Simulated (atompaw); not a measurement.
# Tin: generating and testing a PAW (atompaw) potential

Task: generate the file, and judge it by its logarithmic derivatives, its ghosts and its cutoff.

The numbers are computed with atompaw 4.2.0.5 (PBEsol, scalar-relativistic, spin-unpolarised reference atom).

## 1. Settings

Typed settings, in words:

```
element                 : tin (Sn, Z = 50)
type                    : PAW
frozen core             : [Kr] 4d10
valence charge          : 4
reference configuration : 5s1 5p3
partial waves           : 5s (bound): rc 2.15 bohr; 5s channel at -0.1 Ry: rc 2.20 bohr; 5p (bound): rc 2.20 bohr; 5p channel at 0.65 Ry: rc 2.20 bohr; 5d channel at -0.15 Ry: rc 2.20 bohr; 5d channel at 0.9 Ry: rc 2.20 bohr
local potential         : troulliermartins scheme with l = 3 at 0 Ry, radius 1.80 bohr
core correction         : smooth core density matched at 1.75 bohr
augmentation charge     : besselshape compensation charge, radius 1.75 bohr; PAW radius 2.20 bohr; waves and projectors: custom rrkj gramschmidtortho
```

## 2. Generating the potential

The input, Sn.input:

```
Sn 50
GGA-PBESOL scalarrelativistic loggrid 1500 logderivrange -3 5 201
5 5 4 0 0 0
5 0 1
5 1 3
0 0 0
c
c
c
c
v
c
c
c
v
c
c
2
2.20 1.75 1.80 1.75
y
-0.1
n
y
0.65
n
y
-0.15
y
0.9
n
custom rrkj gramschmidtortho besselshape
3 0 troulliermartins
2.15
2.20
2.20
2.20
2.20
2.20
PWSCFOUT
UPFDX 0.0125d0 UPFXMIN -7.d0 UPFZMESH 50.d0
END
```

Command:

```sh
$ atompaw < Sn.input > Sn.log
```

What does the calculation give? Wanted: cutoffs for 10 and 1 mRy, occupied levels; bound ghosts; largest phase difference near zero energy, channels read; lowest eigenvalue of the overlap; share of valence orbitals outside the PAW sphere; UPF file.

**Answer**, as computed:

```
                                                quantity                                            value
               cutoffs for 10 and 1 mRy, occupied levels                           6 Ry or less and 12 Ry
                                            bound ghosts  s at -750.40 eV, p at -38.51 eV, d at -27.26 eV
largest phase difference near zero energy, channels read                                        0.000 rad
         lowest eigenvalue of the overlap (Bessel basis)                                        0.030 (s)
        share of valence orbitals outside the PAW sphere                                 5s 53 %, 5p 77 %
                                                UPF file                                          written
```

In words: It has a bound ghost (s, p, d), a state that the atom doesn't have, and that rules the file out. Close by lies the frozen 4d level (-27.3 eV). By its cutoff, 6 Ry or less for the looser tolerance, it is soft on the atom at that tolerance. The slowest occupied level is 5s: taken alone it needs 8 Ry to come within 1 mRy, against 6 Ry or less for 5p. Near zero energy the phases of the channels with partial waves that could be evaluated agree within 0.001 rad. These are tests on the free atom; a crystal test is still owed.
